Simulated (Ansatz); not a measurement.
# C₂H₇FOSi₂: vertical ionisation energy

Aim: the vertical ionisation energy of C₂H₇FOSi₂, as cation minus neutral at the neutral's geometry, on several levels, and how well −ε(HOMO) stands in for it.

Program: Ansatz 0.2.0, Gaussian basis. Level of theory: unrestricted cation, the program's frozen cores in correlated methods. These are calculated values, not measurements.

Plan: UKS PBE-D4/def2-TZVPP; UKS r2SCAN-D4/def2-TZVPP; UKS PBE0-D4/def2-TZVPP; UKS B3LYP-D4/def2-TZVPP; UKS wB97X-V/def2-TZVPP; UKS wB97M-V/def2-TZVPP; UKS B2PLYP/def2-TZVPP; UHF-CCSD(T)/def2-TZVPP; UHF-MP2/def2-QZVPP; extrapolation to the limit; then −ε(HOMO) from the neutral's earlier runs with LDA (SPW92), PBE-D4, revPBE-D4, BLYP-D4, r2SCAN-D4, B97M-V, PBE0-D4, B3LYP-D4, r2SCANh-D4, r2SCAN0-D4, HSE06-D4, BHLYP-D4, CAM-B3LYP-D4, LC-ωPBE, ωB97X-V, ωB97M-V.

### Step 1. Structure used throughout

An earlier PBE0-D4 in a triple-zeta def2 set relaxation fixed the geometry.

SMILES `C=C[SiH2]O[SiH2]F`, 13 atoms, charge 0, spin multiplicity 1.

Atoms are counted from 1 here; the program's logs count them from 0.

Bond lengths: C1–C2 1.330 Å, C1–H7 1.086 Å, C1–H8 1.086 Å, C2–Si3 1.850 Å, C2–H9 1.089 Å, Si3–O4 1.643 Å, Si3–H10 1.486 Å, Si3–H11 1.489 Å, O4–Si5 1.615 Å, Si5–F6 1.594 Å, Si5–H12 1.480 Å, Si5–H13 1.477 Å. Angles: C2–C1–H7 122.2°, C2–C1–H8 121.4°, H7–C1–H8 116.3°, C1–C2–Si3 123.1°, C1–C2–H9 118.5°, Si3–C2–H9 118.4°, C2–Si3–O4 108.2°, C2–Si3–H10 110.9°, C2–Si3–H11 110.8°, O4–Si3–H10 109.1°, O4–Si3–H11 109.4°, H10–Si3–H11 108.4°, Si3–O4–Si5 147.9°, O4–Si5–F6 109.7°, O4–Si5–H12 110.7°, O4–Si5–H13 108.6°, F6–Si5–H12 107.1°, F6–Si5–H13 107.6° and more.

### Step 2. Cation, UKS PBE-D4/def2-TZVPP

in.yaml reads:

```yaml
crystal:
  periodic: [false, false, false]
  atoms:
    - {symbol: C, position_ang: [-0.732232, -2.162704, 0.447185]}
    - {symbol: C, position_ang: [0.406338, -1.689676, 0.945200]}
    - {symbol: Si, position_ang: [0.951659, 0.064756, 0.728100]}
    - {symbol: O, position_ang: [-0.184144, 0.848590, -0.163627]}
    - {symbol: Si, position_ang: [-0.516368, 1.976511, -1.270842]}
    - {symbol: F, position_ang: [-0.436165, 3.422413, -0.604868]}
    - {symbol: H, position_ang: [-1.039953, -3.195256, 0.585205]}
    - {symbol: H, position_ang: [-1.408536, -1.530206, -0.120275]}
    - {symbol: H, position_ang: [1.047391, -2.365471, 1.510217]}
    - {symbol: H, position_ang: [1.091471, 0.743055, 2.042286]}
    - {symbol: H, position_ang: [2.261858, 0.128063, 0.024349]}
    - {symbol: H, position_ang: [0.480548, 1.946199, -2.364303]}
    - {symbol: H, position_ang: [-1.901467, 1.779025, -1.743830]}
basis:
  gaussian: {orbitals: def2-TZVPP}
total_charge: 1
magnetization: {spin_polarized: true, initial_magnetization: 1}
hamiltonian: {xc: pbe, dispersion: d4}
```

After this run come: Cation, UKS r2SCAN-D4/def2-TZVPP; Cation, UKS PBE0-D4/def2-TZVPP; Cation, UKS B3LYP-D4/def2-TZVPP; Cation, UKS wB97X-V/def2-TZVPP; Cation, UKS wB97M-V/def2-TZVPP; Cation, UKS B2PLYP (frozen core)/def2-TZVPP; Cation, UHF-CCSD(T)/def2-TZVPP; Cation, UHF-MP2/def2-QZVPP.

Q: Predict the results of all the runs planned. Wanted: ionisation energy, CCSD(T)/CBS; nearest functional by difference; nearest −ε(HOMO); −ε(HOMO) of PBE; T1 of the cation.

As calculated:

| quantity | value |
| --- | --- |
| ionisation energy, CCSD(T)/CBS | 10.64 eV |
| nearest functional by difference | B2PLYP (-0.28 eV) |
| nearest −ε(HOMO) | ωB97X-V (-0.19 eV) |
| −ε(HOMO) of PBE | 6.98 eV |
| T1 of the cation | 0.022 |

What this shows: Energy differences with functionals land within 0.91 eV of the reference. −ε(HOMO) of PBE misses by 3.7 eV, since self-interaction lifts the level. Among orbital estimates ωB97X-V comes nearest. Hartree-Fock falls 1.68 eV short, as the neutral has more correlation energy than the cation.
